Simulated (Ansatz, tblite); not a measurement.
KZnI₃: GFN2-xTB, run from Python

These are simulated results from tblite 0.8.0, not measurements. The cell was built from a prototype and was relaxed with r2SCAN in plane waves (Ansatz 0.2.0). It may be hypothetical. All runs are without spin polarisation.

It is cubic, Pm-3m (No. 221); conventional cell a = 5.699 Å, 37.02 Å³ an atom. K is surrounded by 12 I at 4.03 Å; Zn is surrounded by 6 I at 2.85 Å; I is surrounded by 2 Zn at 2.85 Å and 4 K at 4.03 Å.

tblite solves periodic systems at the zone centre alone, so the script builds a cluster of 2×2×2 conventional cells (40 atoms), which folds in a coarse mesh of k points.

run.py reads:

```python
import json
from ase import Atoms
from ase.build import make_supercell
from ase.units import Bohr, GPa, Hartree
from tblite.interface import Calculator

atoms = Atoms(['K', 'Zn', 'I', 'I', 'I'],
              cell=[[5.69918732, 0.0, 0.0], [0.0, 5.69918732, 0.0], [0.0, 0.0, 5.69918732]],
              scaled_positions=[[0.0, 0.0, 0.0], [0.5, 0.5, 0.5], [0.5, 0.5, 0.0], [0.5, 0.0, 0.5], [0.0, 0.5, 0.5]],
              pbc=True)
cluster = make_supercell(atoms, [[2, 0, 0], [0, 2, 0], [0, 0, 2]])
calc = Calculator('GFN2-xTB', cluster.numbers, cluster.positions / Bohr, lattice=cluster.cell[:] / Bohr, periodic=cluster.pbc)
calc.set('temperature', 0.02 / Hartree)
calc.set('max-iter', 150)
res = calc.singlepoint()
levels = res.get('orbital-energies') * Hartree
nv = round(res.get('orbital-occupations').sum() / 2)
cells = len(cluster) // len(atoms)
out = {'energy_per_cell': res.get('energy') * Hartree / cells, 'homo': levels[nv - 1], 'lumo': levels[nv],
       'stress': (-res.get('virial') * Hartree / cluster.get_volume() / GPa).tolist(), 'charges': res.get('charges')[:len(atoms)].tolist(), 'electrons': 2 * nv / cells}
json.dump(out, open('results.json', 'w'))
for key, value in out.items():
    print(key, value)
```

Command: `python run.py`. It took 2.9 s on 1 thread of Arm Neoverse V1, with other jobs on the host, peak memory 0.099 GiB.

What it printed:

```
------------------------------------------------------------
  cycle        total energy    energy error   density error
------------------------------------------------------------
      1     -94.13979240508  -9.4207547E+01   3.2942937E-01
      2     -95.96129532807  -1.8215029E+00   7.1687035E-01
      3     -98.26859355707  -2.3072982E+00   5.0951411E-01
      4     -99.83917595576  -1.5705824E+00   1.9293351E-01
      5     -99.79589150611   4.3284450E-02   1.7349056E-01
      6     -99.99969565565  -2.0380415E-01   3.9428500E-02
      7     -100.0203837960  -2.0688140E-02   1.8339586E-02
      8     -100.0215670973  -1.1833013E-03   1.5993556E-02
      9     -100.0220923165  -5.2521913E-04   1.3086733E-02
     10     -100.0226293585  -5.3704205E-04   1.1133455E-02
     11     -100.0233436915  -7.1433301E-04   3.9572305E-03
     12     -100.0233135343   3.0157194E-05   3.1451113E-03
     13     -100.0233479735  -3.4439159E-05   1.6821026E-03
     14     -100.0233934029  -4.5429467E-05   1.1106740E-03
     15     -100.0233913810   2.0219705E-06   7.7551654E-04
     16     -100.0233898423   1.5387218E-06   6.7144352E-04
     17     -100.0233943214  -4.4791730E-06   5.7357487E-04
     18     -100.0234046120  -1.0290578E-05   4.0393461E-04
     19     -100.0234100769  -5.4648605E-06   2.6464996E-04
     20     -100.0234116480  -1.5711281E-06   1.9263356E-04
     21     -100.0234140509  -2.4029326E-06   7.4681461E-05
     22     -100.0234142617  -2.1079813E-07   5.3848985E-05
     23     -100.0234144398  -1.7802365E-07   2.5426945E-05
     24     -100.0234144791  -3.9370519E-08   1.0245906E-05
------------------------------------------------------------

 total:                                   2.122 sec
energy_per_cell -340.2219678583293
homo -11.153382679254673
lumo -11.153382659518847
stress [[1.587588513576463, -8.311364648390498e-07, -9.128200979563711e-07], [-8.3113646484002e-07, 1.5875882821231457, -9.148415736481512e-07], [-9.128200979194268e-07, -9.148415736866747e-07, 1.5875882452567]]
charges [0.635306978453322, 0.17731937745202286, -0.27087987005195036, -0.2708798179539206, -0.2708798929347676]
electrons 24.0
```

The cycle table is in hartree for the whole cluster, and the lines after it are in eV (the energy for one cell). The printed stress is in GPa and positive in compression, and the pressure is its mean diagonal.

GFN2-xTB gives no gap at the points read. On the same cell, plane-wave PBE (Ansatz, 4×4×4 k points and the special points) gives no gap (an overlap of 0.55 eV at the points read) and r2SCAN no gap (an overlap of 0.54 eV at the points read); on shared hosts these took about 7.1 and 20 core-seconds on the 5-atom cell, against 2.9 for the script. Spin-orbit coupling, left out in all these runs, can cut or reorder the gap by tenths of an eV, up to about 1 eV with Pb or Bi.

The same script was run on cells scaled at fixed shape and fractional coordinates:

| volume (Å³/atom) | energy (meV/atom) | pressure (GPa, positive in compression) | gap (eV) |
| --- | --- | --- | --- |
| 32.58 | 104.5 | 4.95 | 0.00 |
| 34.80 | 31.4 | 2.98 | 0.00 |
| 37.02 | 0.0 | 1.59 | 0.00 |
| 39.24 | -14.6 | 0.51 | 0.00 |
| 41.47 | -15.7 | -0.35 | 0.00 |

The pressure crosses zero near 40.6 Å³/atom, but the curve is too rough for a fit.

xTB was fitted mostly to molecules, and a small cluster samples few k points, so gaps, pressures and kinks along a curve can be far from a solid's.

No spin-orbit coupling is included; it can move band edges with weight on the heavy atoms by tenths of an eV.
